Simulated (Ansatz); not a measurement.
# AlBrFHO: an energy map over bond length O1–Al2 and bond length Al2–Br4

A grid of calculations on AlBrFHO, SMILES [OH][Al]([F])[Br], to see where the energy is lowest and how it rises around there.

Method: RKS CAM-B3LYP-D4/def2-TZVP; program: Ansatz 0.2.0.

## (1) The starting structure

SMILES `[OH][Al]([F])[Br]`, 5 atoms, charge 0, spin multiplicity 1.

Atoms are counted from 1 here; the program's logs count them from 0.

Bond lengths: O1–Al2 1.701 Å, O1–H5 0.969 Å, Al2–F3 1.666 Å, Al2–Br4 2.250 Å. Angles: Al2–O1–H5 123.9°, O1–Al2–F3 117.0°, O1–Al2–Br4 124.4°, F3–Al2–Br4 118.7°.

As a file:

```mol
AlBrFHO
  3D, bonds by distance, orders not assigned

  5  4  0  0  0  0  0  0  0  0999 V2000
    0.4679    1.2148   -0.0318 O   0  0
   -0.0596   -0.3760    0.2586 Al  0  0
    0.0964   -0.9515    1.8147 F   0  0
   -0.9395   -1.7289   -1.3086 Br  0  0
    0.4230    1.6507   -0.8964 H   0  0
  1  2  8  0
  1  5  8  0
  2  3  8  0
  2  4  8  0
M  END
```

This geometry comes from a loose relaxation at PBE in a small basis, which is not shown.

## (3) Plan of the scan

First coordinate, bond length O1–Al2: 13 values from 1.369 to 2.505 Å. Second coordinate, bond length Al2–Br4: 13 values from 1.872 to 2.897 Å.

Nothing else is relaxed (all other coordinates rigid). Energies count from the relaxed molecule at the same level.

(The set-up runs are not shown.)

## (4) Point bond length O1–Al2 = 2.505 Å, bond length Al2–Br4 = 1.872 Å

Input file input.yaml:

```yaml
crystal:
  periodic: [false, false, false]
  atoms:
    - { symbol: O, position_ang: [0.455013, 1.189113, -0.041184] }
    - { symbol: Al, position_ang: [-0.310132, -1.150631, 0.422689] }
    - { symbol: F, position_ang: [-0.160611, -1.721656, 1.945141] }
    - { symbol: Br, position_ang: [-1.041424, -2.267976, -0.889232] }
    - { symbol: H, position_ang: [0.419584, 1.633665, -0.887171] }
basis:
  gaussian: { orbitals: def2-TZVP }
hamiltonian:
  xc: { name: CAM-B3LYP }
  dispersion: d4
output:
  forces: true
```

Launch:

```bash
$ ansatz run input.yaml --threads 1 --pin off --max-ram 2560MiB --backend cpu --events-out ev --progress --plain --runs-dir out
```

Further runs follow: the other points that were computed.

Q: Predict the outcome of this session. Wanted: lowest point; highest computed point; dipole moment.

As calculated:

| quantity | value |
| --- | --- |
| lowest point | bond length O1–Al2 = 1.653 Å, bond length Al2–Br4 = 2.214 Å, 0.6 kJ/mol |
| highest computed point | bond length O1–Al2 = 2.505 Å, bond length Al2–Br4 = 2.897 Å, 480 kJ/mol above the lowest |
| dipole moment (D) | 0.10 at bond length O1–Al2 = 2.505 Å, bond length Al2–Br4 = 2.897 Å to 3.99 at bond length O1–Al2 = 1.369 Å, bond length Al2–Br4 = 2.897 Å; 2.14 at the lowest point |
| time for the whole task | 22 min on 1 thread, shared host |

In words: The lowest computed point is at bond length O1–Al2 = 1.653 Å, bond length Al2–Br4 = 2.214 Å, 0.6 kJ/mol from the relaxed molecule at the same level. The grid shows no well of another kind. The highest computed point, bond length O1–Al2 = 2.505 Å, bond length Al2–Br4 = 2.897 Å, lies 480 kJ/mol above the lowest. Round the minimum the two coordinates are nearly uncoupled.
